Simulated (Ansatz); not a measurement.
# AlAsH₂ (quintet): the correlation ladder, cc-pVTZ

One table from this session's results is given with a row withheld; the runs are named, their logs left out.

Program: Ansatz 0.2.0, Gaussian basis. Level of theory: cc-pVTZ, core rule «outside noble gas», up to 19 orbitals frozen. These are calculated values, not measurements.

Plan: UHF; CCSD(T) on ROHF; CCSD(T) on UHF; BCCD(T) on ROHF; CCSDT(Q) on ROHF; CCSDT(Q) on UHF.

16 further runs of the same task are left out: 10 for a known fault of the program, 6 set aside as unsound or not needed.

### The geometry

The geometry is a PBE0/def2-TZVP stationary point (not a proven minimum) of the parent state, kept for this charge and spin. No spin-orbit coupling is included. The filled d shell of As may be among the frozen orbitals whatever the setting's name suggests; the logs give the count.

4 atoms, charge 0, spin multiplicity 5.

Atoms are counted from 1 here; the program's logs count them from 0.

Bond lengths: Al1–As2 2.470 Å, As2–H3 1.524 Å, As2–H4 1.524 Å. Angles: Al1–As2–H3 96.8°, Al1–As2–H4 96.8°, H3–As2–H4 92.8°.

Coordinates:

```
Al    0.0365    0.0000    1.8321
As   -0.0398    0.0000   -0.6370
H     0.9895    1.1039   -0.8491
H     0.9895   -1.1039   -0.8491
```

The first run:

in.yaml reads:

```yaml
crystal:
  periodic: [false, false, false]
  atoms:
    - {symbol: Al, position_ang: [0.036540, 0.000000, 1.832106]}
    - {symbol: As, position_ang: [-0.039784, 0.000000, -0.636952]}
    - {symbol: H, position_ang: [0.989539, 1.103858, -0.849067]}
    - {symbol: H, position_ang: [0.989541, -1.103856, -0.849067]}
basis:
  gaussian: {orbitals: cc-pVTZ}
magnetization: {spin_polarized: true, initial_magnetization: 4}
hamiltonian: {xc: hf}
output: {orbitals: {seedname: orbitals}}
```

Command:

```bash
$ ansatz run in.yaml --threads 1 --pin off --events-out ev --progress --plain --max-ram 4096MiB --backend cpu
```

Among the steps run: UHF; CCSD(T) on ROHF; CCSD(T) on UHF; BCCD(T) on ROHF; CCSDT(Q) on ROHF; CCSDT(Q) on UHF.

One of the session's tables, all rows but one given; the rest of the session is left out.

```
   method  from UCCSDT(Q) (meV)
     ROHF               +5268.1
      UHF               +5149.5
     RMP2               +1055.0
     UMP2               +1072.0
    RCCSD                +240.0
    UCCSD                +231.4
 RCCSD(T)                 +49.7
 UCCSD(T)                 +44.8
  BCCD(T)                 +48.7
   RCCSDT                 +14.9
   UCCSDT                  +8.8
RCCSDT(Q)                     ?
UCCSDT(Q)                     0
```

Estimate the missing values for RCCSDT(Q).

As computed: from UCCSDT(Q) (meV): +6.3. In the column «from UCCSDT(Q) (meV)» it lies between UCCSDT(Q) (0) and UCCSDT (+8.8).

Limits of these values: Restricted and unrestricted rows rest on different reference determinants; where their highest levels disagree by more than a few hundredths of an eV, they describe different states and don't form one ladder.
